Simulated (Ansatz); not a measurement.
I need a rigid scan of one bond length of CH4BrFGe, SMILES F[CH]([GeH3])Br. Use the Python package of Ansatz (0.2.0). Level of theory (for the species named): CAM-B3LYP, def2-SVP basis, multiplicity 1.

```yaml
atoms:
  - { symbol: F, position_ang: [-0.1979, 1.6681, -0.8927] }
  - { symbol: C, position_ang: [-0.3529, 0.3332, -0.8623] }
  - { symbol: Ge, position_ang: [0.4482, -0.3234, 0.7540] }
  - { symbol: Br, position_ang: [-2.1402, -0.1617, -0.8892] }
  - { symbol: H, position_ang: [0.1672, -0.1084, -1.7593] }
  - { symbol: H, position_ang: [-0.2384, 0.3022, 1.9960] }
  - { symbol: H, position_ang: [2.0028, 0.0856, 0.7897] }
  - { symbol: H, position_ang: [0.4035, -1.8528, 0.8081] }
```

Script `scan_ch4brfge.py`:
```python
# -*- coding: utf-8 -*-
'''Potential curve of CH4BrFGe along one bond.'''

import ansatz
import numpy as np

GEOMETRY = '''
F    -0.19790    1.66810   -0.89270
C    -0.35290    0.33320   -0.86230
Ge    0.44820   -0.32340    0.75400
Br   -2.14020   -0.16170   -0.88920
H     0.16720   -0.10840   -1.75930
H    -0.23840    0.30220    1.99600
H     2.00280    0.08560    0.78970
H     0.40350   -1.85280    0.80810
'''

system = ansatz.Crystal.molecule()
for line in GEOMETRY.strip().splitlines():
    symbol, *xyz = line.split()
    system = system.atom(symbol, [float(v) for v in xyz])

symbols = [site.symbol for site in system.cartesian_sites]
start = np.array([site.position_ang for site in system.cartesian_sites])
axis = (start[4] - start[1]) / np.linalg.norm(start[4] - start[1])
moving = [4]
lengths, energies = [0.992, 1.037, 1.082, 1.127, 1.172, 1.217, 1.262, 1.33], []
for length in lengths:
    xyz = start.copy()
    xyz[moving] += (length - np.linalg.norm(start[4] - start[1])) * axis
    point = ansatz.Crystal.molecule()
    for symbol, place in zip(symbols, xyz):
        point = point.atom(symbol, place.tolist())
    model = (
        point.calculation()
        .basis(gaussian='def2-SVP')
        .functional('CAM-B3LYP')
    )
    report = model.run(threads=1).report
    energies.append(report['free_energy_ev'])
    print(f'r = {length:6.3f} A  E = {energies[-1]:.5f} eV  <S^2> = {abs(report["mean_field"]["state"]["spin_squared"]):.3f}')

# quartic fit about the minimum
fit = np.polynomial.Polynomial.fit(lengths, np.array(energies) - min(energies), 4).convert()
roots = [r.real for r in fit.deriv().roots() if abs(r.imag) < 1e-9 and fit.deriv(2)(r.real) > 0]
r_e = min(roots, key=lambda r: abs(r - lengths[int(np.argmin(energies))]))
print(f'minimum of the fit at {r_e:.4f} A, force constant {fit.deriv(2)(r_e):.2f} eV/A^2')
```

```console
$ python scan_ch4brfge.py
r =  0.992 A  E = -130369.32352 eV  <S^2> = 0.000
r =  1.037 A  E = -130369.49032 eV  <S^2> = 0.000
r =  1.082 A  E = -130369.56046 eV  <S^2> = 0.000
r =  1.127 A  E = -130369.55590 eV  <S^2> = 0.000
r =  1.172 A  E = -130369.49406 eV  <S^2> = 0.000
r =  1.217 A  E = -130369.38876 eV  <S^2> = 0.000
r =  1.262 A  E = -130369.25091 eV  <S^2> = 0.000
r =  1.330 A  E = -130368.99944 eV  <S^2> = 0.000
minimum of the fit at 1.1009 A, force constant 33.14 eV/A^2
```

Caveats:
- Total energies depend on the basis set; only differences at equal settings carry meaning.
- The rest of the molecule is held rigid at a force-field or estimated start geometry, and the basis set is modest; single-reference methods fail as a bond breaks.
- The orbitals are restricted, so S² is zero by construction.
- Wall time of the script: 26 s on 1 thread of Intel(R) Xeon(R) 6975P-C (Granite Rapids), on a shared host, peak memory 0.39 GiB.

(A comment or docstring line of the script was reworded after the run, the code is as it ran; lines on the test bed's own set-up are left out of the output.)
